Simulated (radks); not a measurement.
**Ce³⁰⁺ in [Ne] 3s2 3p5.5 3d10 4d0.5: an all-electron calculation**

One table from this session's results is given with a row withheld; the runs are named, their logs left out.

Method: scalar-relativistic Kohn-Sham, BLYP, spin-polarised, spherical densities, point nucleus; open shells are filled with parallel spins first. Code: radks (a radial shooting solver on a logarithmic mesh, Libxc functionals) version 1.

## The atom as given

* element: cerium (Z = 58)
* charge: +30
* electrons: 28
* configuration: [Ne] 3s2 3p5.5 3d10 4d0.5

Set-up of the first run:

Input:

```text
Z 58
configuration [Ne] 3s2 3p5.5 3d10 4d0.5
relativity scalar-relativistic
functional b88,lyp
spin polarised
nucleus point
c 137.035999084
```

One table of the session follows, with a row left open; its other results are not shown here.

It belongs to the step «Shells». Sizes of the orbitals, from the radial functions (bohr):

| level | <r> | outermost maximum (interpolated) | 90 % within | nodes |
| --- | --- | --- | --- | --- |
| 1s up | 0.02457 | 0.0157 | 0.0443 | 0 |
| 1s down | 0.02457 | 0.0157 | 0.0443 | 0 |
| 2s up | 0.1050 | 0.0889 | 0.162 | 1 |
| 2s down | 0.1049 | 0.0889 | 0.162 | 1 |
| 2p up | 0.09206 | 0.0715 | 0.150 | 0 |
| 2p down | 0.09206 | 0.0715 | 0.150 | 0 |
| 3s up | 0.2731 | 0.252 | 0.399 | 2 |
| 3s down | 0.2731 | 0.252 | 0.399 | 2 |
| 3p up | 0.2697 | 0.246 | 0.402 | 1 |
| 3p down | 0.2697 | 0.246 | 0.402 | 1 |
| 3d up | 0.2446 | 0.201 | 0.379 | 0 |
| 3d down | ? | ? | ? | ? |
| 4d up | 0.5649 | 0.550 | 0.820 | 1 |
| 4d down | 0.5662 | 0.551 | 0.822 | 1 |

**Question.** Estimate the row for 3d down.

As computed: <r>: 0.2445; outermost maximum (interpolated): 0.201; 90 % within: 0.379; nodes: 0. In the column «<r>» it lies between 2s up (0.1050) and 3d up (0.2446).
